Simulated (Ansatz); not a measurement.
# BH5SSi2: basis-set convergence

Aim: see how fast density functionals converge with the basis set for BH5SSi2.

Method: one geometry, several basis sets; program: Ansatz 0.2.0, Gaussian basis.

The runs, in order: PBE0-D4/def2-SVP; ωB97M-V/def2-SVP; PBE0-D4/def2-QZVPP; ωB97M-V/def2-QZVPP; the functionals' def2-TZVPP values are taken from earlier runs.

## (1) The geometry

All runs share one geometry, relaxed beforehand with PBE0-D4 in a triple-zeta def2 set.

SMILES `SB1[SiH2][SiH2]1`, 9 atoms, charge 0, spin multiplicity 1.

Atoms are counted from 1 here; the program's logs count them from 0.

Bond lengths: S1–B2 1.756 Å, S1–H5 1.349 Å, B2–Si3 1.957 Å, B2–Si4 1.951 Å, Si3–Si4 2.377 Å, Si3–H6 1.484 Å, Si3–H7 1.485 Å, Si4–H8 1.483 Å, Si4–H9 1.485 Å. Angles: B2–S1–H5 100.9°, S1–B2–Si3 128.8°, S1–B2–Si4 136.4°, Si3–B2–Si4 74.9°, B2–Si3–Si4 52.4°, B2–Si3–H6 119.5°, B2–Si3–H7 123.8°, Si4–Si3–H6 101.1°, Si4–Si3–H7 134.2°, H6–Si3–H7 112.8°, B2–Si4–Si3 52.6°, B2–Si4–H8 119.1°, B2–Si4–H9 123.6°, Si3–Si4–H8 101.2°, Si3–Si4–H9 135.0°, H8–Si4–H9 112.7°.

Coordinates:

```mol
BH5SSi2
  3D, bonds by distance, orders not assigned

  9  9  0  0  0  0  0  0  0  0999 V2000
   -1.0892    0.9978   -2.0061 S   0  0
   -0.5340    0.5928   -0.3903 B   0  0
    1.2793    0.6749    0.3411 Si  0  0
   -0.3422   -1.0318    0.6726 Si  0  0
   -2.1193    0.1384   -2.1443 H   0  0
    1.4849    1.1476    1.7321 H   0  0
    2.5017    0.7938   -0.4932 H   0  0
   -0.5381   -0.9616    2.1413 H   0  0
   -0.5545   -2.3981    0.1298 H   0  0
  1  2  8  0
  2  3  8  0
  3  4  8  0
  1  5  8  0
  3  6  8  0
  3  7  8  0
  4  8  8  0
  4  9  8  0
  2  4  8  0
M  END
```

## (2) PBE0-D4 in def2-SVP

in.yaml reads:

```yaml
crystal:
  periodic: [false, false, false]
  atoms:
    - {symbol: S, position_ang: [-1.089228, 0.997836, -2.006080]}
    - {symbol: B, position_ang: [-0.533988, 0.592767, -0.390315]}
    - {symbol: Si, position_ang: [1.279301, 0.674884, 0.341050]}
    - {symbol: Si, position_ang: [-0.342244, -1.031779, 0.672561]}
    - {symbol: H, position_ang: [-2.119266, 0.138369, -2.144292]}
    - {symbol: H, position_ang: [1.484911, 1.147588, 1.732126]}
    - {symbol: H, position_ang: [2.501678, 0.793780, -0.493199]}
    - {symbol: H, position_ang: [-0.538084, -0.961613, 2.141297]}
    - {symbol: H, position_ang: [-0.554481, -2.398133, 0.129755]}
basis:
  gaussian: {orbitals: def2-SVP}
hamiltonian: {xc: pbe0, dispersion: d4}
output: {orbitals: {seedname: orbitals}}
```

Started as:

```bash
> ansatz run in.yaml --threads 2 --pin off --events-out ev --progress --plain --max-ram 4352MiB
```

The runs that follow: ωB97M-V in def2-SVP; PBE0-D4 in def2-QZVPP; ωB97M-V in def2-QZVPP.

**Question.** What will the summary of the whole plan be? Wanted: PBE0-D4: double and triple zeta above quadruple; ωB97M-V: double and triple zeta above quadruple.

**Answer**, as computed:

```
                                       quantity           value
PBE0-D4: double and triple zeta above quadruple  10.81, 0.88 eV
ωB97M-V: double and triple zeta above quadruple  10.80, 0.83 eV
```

**Reading.** For PBE0-D4 the step from double to triple zeta gains 9.93 eV and the next only 0.88 eV. Total energies overstate the basis error of differences, where much of it tends to cancel.
